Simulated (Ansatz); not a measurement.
# CH5AlBF: a ladder of functionals and wavefunction methods

The task here is to estimate one member of a computed series from the others.

Program: Ansatz 0.2.0, Gaussian basis. Level of theory: functionals in def2-TZVPP, the program's frozen cores in correlated methods. These are calculated values, not measurements.

Levels to be run: LDA (SPW92), PBE-D4, revPBE-D4, BLYP-D4, r2SCAN-D4, B97M-V, PBE0-D4, B3LYP-D4, r2SCANh-D4, r2SCAN0-D4, HSE06-D4, BHLYP-D4, CAM-B3LYP-D4, LC-ωPBE, ωB97X-V, ωB97M-V, B2PLYP, PBE-QIDH; CCSD(T)/def2-SVP; CCSD(T)/def2-TZVPP; MP2/def2-QZVPP; extrapolation to the limit; RPA on PBE.

### The relaxed structure

An earlier PBE0-D4 in a triple-zeta def2 set relaxation fixed the geometry.

SMILES `FC[BH][AlH2]`, 9 atoms, charge 0, spin multiplicity 1.

Atoms are counted from 1 here; the program's logs count them from 0.

Bond lengths: F1–C2 1.475 Å, C2–B3 1.552 Å, C2–H5 1.094 Å, C2–H6 1.094 Å, B3–Al4 2.127 Å, B3–H7 1.193 Å, Al4–H8 1.592 Å, Al4–H9 1.592 Å. Angles: F1–C2–B3 105.5°, F1–C2–H5 104.7°, F1–C2–H6 104.7°, B3–C2–H5 115.9°, B3–C2–H6 115.9°, H5–C2–H6 108.9°, C2–B3–Al4 91.9°, C2–B3–H7 120.1°, Al4–B3–H7 148.0°, B3–Al4–H8 119.8°, B3–Al4–H9 119.9°, H8–Al4–H9 119.9°.

The first run:

Input file in.yaml:

```yaml
crystal:
  periodic: [false, false, false]
  atoms:
    - {symbol: F, position_ang: [-1.055357, 0.826781, -0.082438]}
    - {symbol: C, position_ang: [0.339151, 0.986663, -0.535970]}
    - {symbol: B, position_ang: [1.057456, -0.331150, -0.142044]}
    - {symbol: Al, position_ang: [-0.723074, -1.131871, 0.702986]}
    - {symbol: H, position_ang: [0.260444, 1.184960, -1.608843]}
    - {symbol: H, position_ang: [0.691841, 1.891697, -0.032884]}
    - {symbol: H, position_ang: [2.214299, -0.480325, -0.391119]}
    - {symbol: H, position_ang: [-1.681499, -2.042065, -0.184361]}
    - {symbol: H, position_ang: [-1.014661, -0.950988, 2.257574]}
basis:
  gaussian: {orbitals: def2-TZVPP}
hamiltonian: {xc: lda}
output: {orbitals: {seedname: orbitals}}
```

Launch:

```sh
$ ansatz run in.yaml --threads 2 --pin off --events-out ev --progress --plain --max-ram 4352MiB
```

Among the steps run: LDA; PBE-D4 (GGA); revPBE-D4 (GGA); BLYP-D4 (GGA); r2SCAN-D4 (meta-GGA); B97M-V (meta-GGA); B3LYP-D4 (hybrid); r2SCANh-D4 (hybrid); r2SCAN0-D4 (hybrid); HSE06-D4 (hybrid); BHLYP-D4 (hybrid); CAM-B3LYP-D4 (range-separated); LC-ωPBE (range-separated); ωB97X-V (range-separated); ωB97M-V (range-separated); B2PLYP (double hybrid); PBE-QIDH (double hybrid).

One of the session's tables, all rows but one given; the rest of the session is left out.

It belongs to the step «Orbital energies across the functionals». 

```
  functional  HOMO (eV)  LUMO (eV)  gap (eV)
 LDA (SPW92)      -5.98      -3.33      2.65
      PBE-D4      -5.89      -3.09      2.80
   revPBE-D4      -5.85      -2.99      2.86
     BLYP-D4      -5.78      -2.91      2.87
   r2SCAN-D4      -6.12      -2.78      3.34
      B97M-V      -6.17      -2.91      3.26
     PBE0-D4      -7.03      -2.11      4.92
    B3LYP-D4      -6.85      -2.30      4.55
  r2SCANh-D4      -6.54      -2.44      4.10
  r2SCAN0-D4      -7.18      -1.94      5.24
    HSE06-D4      -6.63      -2.50      4.13
    BHLYP-D4          ?          ?         ?
CAM-B3LYP-D4      -8.37      -0.95      7.42
     LC-ωPBE      -9.71       0.21      9.92
     ωB97X-V      -9.36       0.11      9.47
     ωB97M-V      -9.16      -0.12      9.04
```

**Question.** Estimate the row for BHLYP-D4.

Worked estimate for «HOMO (eV)». Against the share of exact exchange, BLYP-D4 (0, -5.78), B3LYP-D4 (0.2, -6.85) give a slope of -5.35 per unit share; at 0.5 the line stands at -8.45.

As computed: HOMO (eV): -8.10; LUMO (eV): -1.03; gap (eV): 7.07. In «HOMO (eV)» the line misses by -0.35.
